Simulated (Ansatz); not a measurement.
# CH7NSiZn: one species, many methods

The task here is to estimate one member of a computed series from the others.

Method: functionals in def2-TZVPP, the program's frozen cores in correlated methods; program: Ansatz 0.2.0, Gaussian basis.

Plan: PBE-D4, r2SCAN-D4, PBE0-D4, B3LYP-D4, ωB97X-V, ωB97M-V, B2PLYP; CCSD(T)/def2-TZVPP; MP2/def2-QZVPP; extrapolation to the limit.

**The relaxed structure**

An earlier PBE0-D4 in a triple-zeta def2 set relaxation fixed the geometry.

SMILES `N[CH2][Zn][SiH3]`, 11 atoms, charge 0, spin multiplicity 1.

Atoms are counted from 1 here; the program's logs count them from 0.

Bond lengths: N1–C2 1.473 Å, N1–H5 1.012 Å, N1–H6 1.012 Å, C2–Zn3 1.987 Å, C2–H7 1.094 Å, C2–H8 1.094 Å, Zn3–Si4 2.389 Å, Si4–H9 1.493 Å, Si4–H10 1.493 Å, Si4–H11 1.493 Å. Angles: C2–N1–H5 111.1°, C2–N1–H6 111.1°, H5–N1–H6 106.5°, N1–C2–Zn3 116.1°, N1–C2–H7 108.0°, N1–C2–H8 108.0°, Zn3–C2–H7 109.8°, Zn3–C2–H8 109.7°, H7–C2–H8 104.7°, C2–Zn3–Si4 175.3°, Zn3–Si4–H9 112.4°, Zn3–Si4–H10 112.4°, Zn3–Si4–H11 112.1°, H9–Si4–H10 106.5°, H9–Si4–H11 106.5°, H10–Si4–H11 106.5°.

The first run:

in.yaml reads:

```yaml
crystal:
  periodic: [false, false, false]
  atoms:
    - {symbol: N, position_ang: [-0.839158, 1.697565, -1.674616]}
    - {symbol: C, position_ang: [0.421326, 1.441218, -0.957004]}
    - {symbol: Zn, position_ang: [0.425984, -0.123668, 0.266865]}
    - {symbol: Si, position_ang: [0.245825, -2.036824, 1.686746]}
    - {symbol: H, position_ang: [-1.102672, 0.903890, -2.244587]}
    - {symbol: H, position_ang: [-1.602039, 1.853663, -1.028183]}
    - {symbol: H, position_ang: [0.683519, 2.346404, -0.400855]}
    - {symbol: H, position_ang: [1.216924, 1.331684, -1.700272]}
    - {symbol: H, position_ang: [-0.094816, -3.278196, 0.929976]}
    - {symbol: H, position_ang: [-0.809519, -1.874346, 2.730578]}
    - {symbol: H, position_ang: [1.519923, -2.318490, 2.412052]}
basis:
  gaussian: {orbitals: def2-TZVPP}
hamiltonian: {xc: pbe, dispersion: d4}
output: {forces: true, orbitals: {seedname: orbitals}}
```

Started as:

```console
$ ansatz run in.yaml --threads 4 --pin off --events-out ev --progress --plain --max-ram 10444MiB
```

Among the steps run: PBE-D4 (GGA); r2SCAN-D4 (meta-GGA); PBE0-D4 (hybrid); B3LYP-D4 (hybrid); ωB97X-V (range-separated); ωB97M-V (range-separated); B2PLYP (double hybrid); CCSD(T) in def2-TZVPP; MP2 in def2-QZVPP.

One of the session's tables, all rows but one given; the rest of the session is left out.

| method | atomisation energy (kcal/mol) |
| --- | --- |
| PBE-D4 | ? |
| r2SCAN-D4 | 782.7 |
| PBE0-D4 | 779.6 |
| B3LYP-D4 | 780.4 |
| ωB97X-V | 787.8 |
| ωB97M-V | 783.3 |
| B2PLYP | 770.3 |
| HF/def2-TZVPP | 553.3 |
| MP2/def2-TZVPP | 761.0 |
| CCSD/def2-TZVPP | 748.3 |
| CCSD(T)/def2-TZVPP | 758.5 |
| MP2/CBS | 782.9 |
| CCSD(T)/CBS | 780.4 |

Q: Estimate the row for PBE-D4 from the others.

The run gave: atomisation energy (kcal/mol): 790.0. In the column «atomisation energy (kcal/mol)» it is the highest.
